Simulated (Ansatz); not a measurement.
## Molecular dynamics of MgH$_{12}$Cl$_{2}$O$_{6}$

Input:

```yaml
accuracy: low
crystal:
  lattice:
    - [5.067312, -3.641937, 0.0]
    - [5.067312, 3.641937, 0.0]
    - [-0.423841, 0.0, 6.217564]
  atoms:
    - { symbol: Mg, position: [0.00071444, -0.00787089, -0.01127267] }
    - { symbol: H, position: [0.27305363, 0.22356374, 0.26542547] }
    - { symbol: H, position: [0.76290691, 0.79630776, 0.73793857] }
    - { symbol: H, position: [0.22409011, 0.31273312, 0.02726195] }
    - { symbol: H, position: [0.72812943, 0.76482632, 0.95830253] }
    - { symbol: H, position: [0.30559093, 0.7328722, 0.28511155] }
    - { symbol: H, position: [0.73439655, 0.25859433, 0.33217741] }
    - { symbol: H, position: [0.66361351, 0.25273093, 0.72319099] }
    - { symbol: H, position: [0.21514955, 0.71938432, 0.70634953] }
    - { symbol: H, position: [0.04643343, 0.71966083, 0.31448829] }
    - { symbol: H, position: [0.64632897, 0.06579592, 0.28607533] }
    - { symbol: H, position: [0.87930248, 0.32306048, 0.69134709] }
    - { symbol: H, position: [0.32908314, 0.91155631, 0.68510238] }
    - { symbol: Cl, position: [0.33268439, 0.31650905, 0.60641729] }
    - { symbol: Cl, position: [0.68991943, 0.68509413, 0.3983673] }
    - { symbol: O, position: [0.20542289, 0.19582772, 0.13345089] }
    - { symbol: O, position: [0.82913786, 0.80968387, 0.8792689] }
    - { symbol: O, position: [0.15157537, 0.74461033, 0.22413529] }
    - { symbol: O, position: [0.72128107, 0.15890672, 0.20602396] }
    - { symbol: O, position: [0.80701788, 0.2492575, 0.78876899] }
    - { symbol: O, position: [0.24648667, 0.84500996, 0.77407078] }
basis:
  ecutwfc: 500.0
kpoints:
  mp_grid: { grid: [2, 2, 2] }
hamiltonian:
  xc: r2scan
scf:
  occupations: { method: fermi_dirac, width: 0.05 }
  lower_state_search: "off"
md:
  timestep: 0.5
  n_steps: 50
  ensemble: nve
  temperature: 1120.0
  initial_velocities: maxwell_boltzmann
  seed: 152190
```

Run as:

```bash
$ ansatz run input.yaml --threads 1 --pin off --max-ram 3072MiB --backend cpu --events-out ev --progress --plain --runs-dir out
```

It goes on from the last frame of an earlier run, with new velocities.

Output, in part (step lines):

```
md step     0: t =     0.00 fs  T =  1120.0 K  F+E_penalty+E_count = -7705.43737416 eV  E_kin = 2.895424 eV  conserved = -7702.54195018 eV  (8 SCF iters)
md step     1: t =     0.50 fs  T =  1093.4 K  F+E_penalty+E_count = -7705.36694780 eV  E_kin = 2.826618 eV  conserved = -7702.54033028 eV  (8 SCF iters)
md step     2: t =     1.00 fs  T =  1026.0 K  F+E_penalty+E_count = -7705.18635729 eV  E_kin = 2.652483 eV  conserved = -7702.53387396 eV  (8 SCF iters)
md step     3: t =     1.50 fs  T =   954.4 K  F+E_penalty+E_count = -7704.99385984 eV  E_kin = 2.467313 eV  conserved = -7702.52654694 eV  (8 SCF iters)
md step     4: t =     2.00 fs  T =   917.6 K  F+E_penalty+E_count = -7704.89678492 eV  E_kin = 2.372083 eV  conserved = -7702.52470196 eV  (8 SCF iters)
md step     5: t =     2.50 fs  T =   926.1 K  F+E_penalty+E_count = -7704.92289325 eV  E_kin = 2.394125 eV  conserved = -7702.52876812 eV  (5 SCF iters)
md step     6: t =     3.00 fs  T =   959.3 K  F+E_penalty+E_count = -7705.01313786 eV  E_kin = 2.479892 eV  conserved = -7702.53324556 eV  (5 SCF iters)
md step     7: t =     3.50 fs  T =   990.6 K  F+E_penalty+E_count = -7705.09605335 eV  E_kin = 2.560991 eV  conserved = -7702.53506280 eV  (5 SCF iters)
md step     8: t =     4.00 fs  T =  1006.6 K  F+E_penalty+E_count = -7705.13694992 eV  E_kin = 2.602270 eV  conserved = -7702.53468020 eV  (5 SCF iters)
md step     9: t =     4.50 fs  T =  1007.1 K  F+E_penalty+E_count = -7705.13671587 eV  E_kin = 2.603446 eV  conserved = -7702.53326958 eV  (4 SCF iters)
md step    10: t =     5.00 fs  T =   998.9 K  F+E_penalty+E_count = -7705.11457382 eV  E_kin = 2.582470 eV  conserved = -7702.53210407 eV  (8 SCF iters)
md step    11: t =     5.50 fs  T =   988.9 K  F+E_penalty+E_count = -7705.08842186 eV  E_kin = 2.556384 eV  conserved = -7702.53203801 eV  (4 SCF iters)
md step    12: t =     6.00 fs  T =   978.6 K  F+E_penalty+E_count = -7705.06236797 eV  E_kin = 2.529888 eV  conserved = -7702.53247978 eV  (4 SCF iters)
md step    13: t =     6.50 fs  T =   967.6 K  F+E_penalty+E_count = -7705.03382894 eV  E_kin = 2.501482 eV  conserved = -7702.53234697 eV  (4 SCF iters)
md step    14: t =     7.00 fs  T =   957.8 K  F+E_penalty+E_count = -7705.00762023 eV  E_kin = 2.476149 eV  conserved = -7702.53147149 eV  (4 SCF iters)
md step    15: t =     7.50 fs  T =   955.2 K  F+E_penalty+E_count = -7704.99927579 eV  E_kin = 2.469408 eV  conserved = -7702.52986740 eV  (5 SCF iters)
md step    16: t =     8.00 fs  T =   969.0 K  F+E_penalty+E_count = -7705.03346562 eV  E_kin = 2.505147 eV  conserved = -7702.52831875 eV  (5 SCF iters)
md step    17: t =     8.50 fs  T =  1005.6 K  F+E_penalty+E_count = -7705.12928725 eV  E_kin = 2.599605 eV  conserved = -7702.52968220 eV  (5 SCF iters)
md step    18: t =     9.00 fs  T =  1054.9 K  F+E_penalty+E_count = -7705.26213265 eV  E_kin = 2.727013 eV  conserved = -7702.53511976 eV  (5 SCF iters)
md step    19: t =     9.50 fs  T =  1087.1 K  F+E_penalty+E_count = -7705.35144009 eV  E_kin = 2.810274 eV  conserved = -7702.54116653 eV  (5 SCF iters)
md step    20: t =    10.00 fs  T =  1071.0 K  F+E_penalty+E_count = -7705.31148318 eV  E_kin = 2.768656 eV  conserved = -7702.54282743 eV  (8 SCF iters)
md step    21: t =    10.50 fs  T =  1001.1 K  F+E_penalty+E_count = -7705.12527551 eV  E_kin = 2.588021 eV  conserved = -7702.53725465 eV  (5 SCF iters)
md step    22: t =    11.00 fs  T =   910.8 K  F+E_penalty+E_count = -7704.88241764 eV  E_kin = 2.354616 eV  conserved = -7702.52780177 eV  (6 SCF iters)
md step    23: t =    11.50 fs  T =   850.4 K  F+E_penalty+E_count = -7704.72251308 eV  E_kin = 2.198385 eV  conserved = -7702.52412758 eV  (5 SCF iters)
md step    24: t =    12.00 fs  T =   839.8 K  F+E_penalty+E_count = -7704.70033694 eV  E_kin = 2.170997 eV  conserved = -7702.52933961 eV  (4 SCF iters)
md step    25: t =    12.50 fs  T =   854.1 K  F+E_penalty+E_count = -7704.74343814 eV  E_kin = 2.207941 eV  conserved = -7702.53549684 eV  (5 SCF iters)
md step    26: t =    13.00 fs  T =   858.9 K  F+E_penalty+E_count = -7704.75742531 eV  E_kin = 2.220501 eV  conserved = -7702.53692425 eV  (5 SCF iters)
md step    27: t =    13.50 fs  T =   842.3 K  F+E_penalty+E_count = -7704.71207614 eV  E_kin = 2.177424 eV  conserved = -7702.53465218 eV  (5 SCF iters)
md step    28: t =    14.00 fs  T =   813.3 K  F+E_penalty+E_count = -7704.63440433 eV  E_kin = 2.102653 eV  conserved = -7702.53175100 eV  (5 SCF iters)
md step    29: t =    14.50 fs  T =   787.4 K  F+E_penalty+E_count = -7704.56546656 eV  E_kin = 2.035473 eV  conserved = -7702.52999389 eV  (5 SCF iters)
md step    30: t =    15.00 fs  T =   775.0 K  F+E_penalty+E_count = -7704.53271432 eV  E_kin = 2.003426 eV  conserved = -7702.52928872 eV  (8 SCF iters)
md step    31: t =    15.50 fs  T =   780.3 K  F+E_penalty+E_count = -7704.54718659 eV  E_kin = 2.017355 eV  conserved = -7702.52983147 eV  (5 SCF iters)
md step    32: t =    16.00 fs  T =   799.4 K  F+E_penalty+E_count = -7704.59909152 eV  E_kin = 2.066534 eV  conserved = -7702.53255796 eV  (4 SCF iters)
md step    33: t =    16.50 fs  T =   817.1 K  F+E_penalty+E_count = -7704.64832503 eV  E_kin = 2.112335 eV  conserved = -7702.53598984 eV  (4 SCF iters)
md step    34: t =    17.00 fs  T =   817.0 K  F+E_penalty+E_count = -7704.64840197 eV  E_kin = 2.112174 eV  conserved = -7702.53622781 eV  (5 SCF iters)
md step    35: t =    17.50 fs  T =   800.4 K  F+E_penalty+E_count = -7704.60087941 eV  E_kin = 2.069111 eV  conserved = -7702.53176803 eV  (5 SCF iters)
md step    36: t =    18.00 fs  T =   791.4 K  F+E_penalty+E_count = -7704.57303771 eV  E_kin = 2.045856 eV  conserved = -7702.52718189 eV  (5 SCF iters)
md step    37: t =    18.50 fs  T =   812.7 K  F+E_penalty+E_count = -7704.63028744 eV  E_kin = 2.101014 eV  conserved = -7702.52927311 eV  (5 SCF iters)
md step    38: t =    19.00 fs  T =   853.5 K  F+E_penalty+E_count = -7704.74368438 eV  E_kin = 2.206470 eV  conserved = -7702.53721447 eV  (5 SCF iters)
md step    39: t =    19.50 fs  T =   874.7 K  F+E_penalty+E_count = -7704.80375137 eV  E_kin = 2.261389 eV  conserved = -7702.54236211 eV  (5 SCF iters)
md step    40: t =    20.00 fs  T =   852.2 K  F+E_penalty+E_count = -7704.74185258 eV  E_kin = 2.203219 eV  conserved = -7702.53863367 eV  (8 SCF iters)
md step    41: t =    20.50 fs  T =   806.5 K  F+E_penalty+E_count = -7704.61499947 eV  E_kin = 2.084940 eV  conserved = -7702.53005899 eV  (5 SCF iters)
md step    42: t =    21.00 fs  T =   780.1 K  F+E_penalty+E_count = -7704.54422361 eV  E_kin = 2.016623 eV  conserved = -7702.52760067 eV  (4 SCF iters)
md step    43: t =    21.50 fs  T =   785.8 K  F+E_penalty+E_count = -7704.56445384 eV  E_kin = 2.031478 eV  conserved = -7702.53297534 eV  (5 SCF iters)
md step    44: t =    22.00 fs  T =   797.9 K  F+E_penalty+E_count = -7704.59967817 eV  E_kin = 2.062699 eV  conserved = -7702.53697914 eV  (5 SCF iters)
md step    45: t =    22.50 fs  T =   792.5 K  F+E_penalty+E_count = -7704.58432981 eV  E_kin = 2.048718 eV  conserved = -7702.53561173 eV  (4 SCF iters)
md step    46: t =    23.00 fs  T =   771.4 K  F+E_penalty+E_count = -7704.52660522 eV  E_kin = 1.994282 eV  conserved = -7702.53232366 eV  (5 SCF iters)
md step    47: t =    23.50 fs  T =   749.5 K  F+E_penalty+E_count = -7704.46775788 eV  E_kin = 1.937529 eV  conserved = -7702.53022908 eV  (5 SCF iters)
md step    48: t =    24.00 fs  T =   738.0 K  F+E_penalty+E_count = -7704.43708935 eV  E_kin = 1.907805 eV  conserved = -7702.52928429 eV  (5 SCF iters)
md step    49: t =    24.50 fs  T =   742.1 K  F+E_penalty+E_count = -7704.44758546 eV  E_kin = 1.918564 eV  conserved = -7702.52902162 eV  (5 SCF iters)
md step    50: t =    25.00 fs  T =   762.0 K  F+E_penalty+E_count = -7704.50025356 eV  E_kin = 1.970031 eV  conserved = -7702.53022296 eV  (8 SCF iters)
```

All steps were run. The conserved energy stayed within 0.85 meV per atom of its start (net change 0.56 meV per atom), so the integration is sound. A run of 0.025 ps of so small a system gives no equilibrium averages. Limits of this set-up: coarse k mesh, low accuracy level.

Mean squared displacements from the first frame to the last, about the centre of mass: Mg 0.06 Å², H 0.25 Å², Cl 0.04 Å², O 0.08 Å².

Last frame:

```xyz
21
Lattice="5.0673 -3.6419 0.0000 5.0673 3.6419 0.0000 -0.4238 0.0000 6.2176" Properties=species:S:1:pos:R:3
Mg 0.183 -0.016 0.033
H 2.243 -0.015 1.704
H 7.308 0.483 4.819
H 2.794 0.076 0.354
H 7.176 -0.556 6.116
H 5.001 1.285 1.161
H 4.393 -1.627 1.940
H 4.792 -1.257 4.519
H 4.715 1.290 4.620
H 3.891 2.383 1.885
H 3.348 -2.621 1.565
H 5.914 -1.896 3.885
H 5.827 2.343 4.190
Cl 3.015 -0.067 3.948
Cl 6.704 0.161 2.484
O 1.950 -0.183 0.753
O 7.828 -0.035 5.662
O 4.503 2.145 1.189
O 4.197 -2.237 1.230
O 5.335 -2.111 4.542
O 5.075 2.245 4.786
```

Time of the run: 9.4 min on 1 thread of Arm Neoverse V2 (shared host), peak memory 0.81 GiB.
